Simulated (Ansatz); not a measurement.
Consider vertical spin-state energies of H7NO2Si2, SMILES O[SiH2]N[SiH2]O (Ansatz 0.2.0 through its Python package).

The script, `spin_h7no2si2.py`:
```python
# -*- coding: utf-8 -*-
"""Gap between spin states of H7NO2Si2 at one geometry."""

import warnings

import ansatz


def main():
    warnings.simplefilter("ignore", ansatz.DeckWarning)

    molecule = (
        ansatz.Crystal.molecule()
        .atom("O", (-2.1429, -1.5892, -0.1799))
        .atom("Si", (-0.596, -1.3117, 0.1362))
        .atom("N", (-0.4277, 0.3278, -0.2373))
        .atom("Si", (1.2834, 0.7603, 0.0724))
        .atom("O", (1.2223, 2.3467, -0.325))
        .atom("H", (-2.7709, -0.8353, 0.1575))
        .atom("H", (0.2558, -2.1333, -0.7645))
        .atom("H", (-0.3128, -1.545, 1.5644))
        .atom("H", (-0.5574, 0.4594, -1.1754))
        .atom("H", (1.5366, 0.5939, 1.5306))
        .atom("H", (2.1007, 0.015, -0.811))
        .atom("H", (0.486, 2.8561, 0.0659))
    )

    setup = (
        molecule.calculation()
        .basis(gaussian="6-31G")
        .functional("pbe")
    )
    found = {}
    for unpaired in [0, 2]:
        data = setup.spin("collinear", total=unpaired).run().report
        s = unpaired / 2
        found[unpaired] = data["free_energy_ev"]
        print(f"2S+1 = {unpaired + 1}: E = {found[unpaired]:.5f} eV, <S^2> = {abs(data['mean_field']['state']['spin_squared']):.3f} (pure state {s * (s + 1):.2f})")
    lowest = min(found, key=found.get)
    for unpaired, e in found.items():
        print(f"multiplicity {unpaired + 1}: {(e - found[lowest]):.3f} eV above the lowest")


if __name__ == "__main__":
    main()
```

Which spin state is lowest at this geometry, and how far above lie the others?

In order: multiplicity 1 (+0.00 eV) and multiplicity 3 (+5.60 eV), all at the one geometry.

The run itself:

`python spin_h7no2si2.py` gives:
```text
2S+1 = 1: E = -21434.73251 eV, <S^2> = 0.000 (pure state 0.00)
2S+1 = 3: E = -21429.13218 eV, <S^2> = 2.002 (pure state 2.00)
multiplicity 1: 0.000 eV above the lowest
multiplicity 3: 5.600 eV above the lowest
```

Caveats:
- These settings explore the input space; basis and method may be short of convergence.
- The geometry is a force-field or estimated start, not a minimum of this method, and the basis set is short of its limit. All parts are taken at fixed geometry, without zero-point energy.
- Finished in 37 s on 1 thread of Arm Neoverse V2, with other jobs on the host, peak memory 0.22 GiB.

(A comment or docstring line of the script was reworded after the run, the code is as it ran; lines on the test bed's own set-up are left out of the output.)
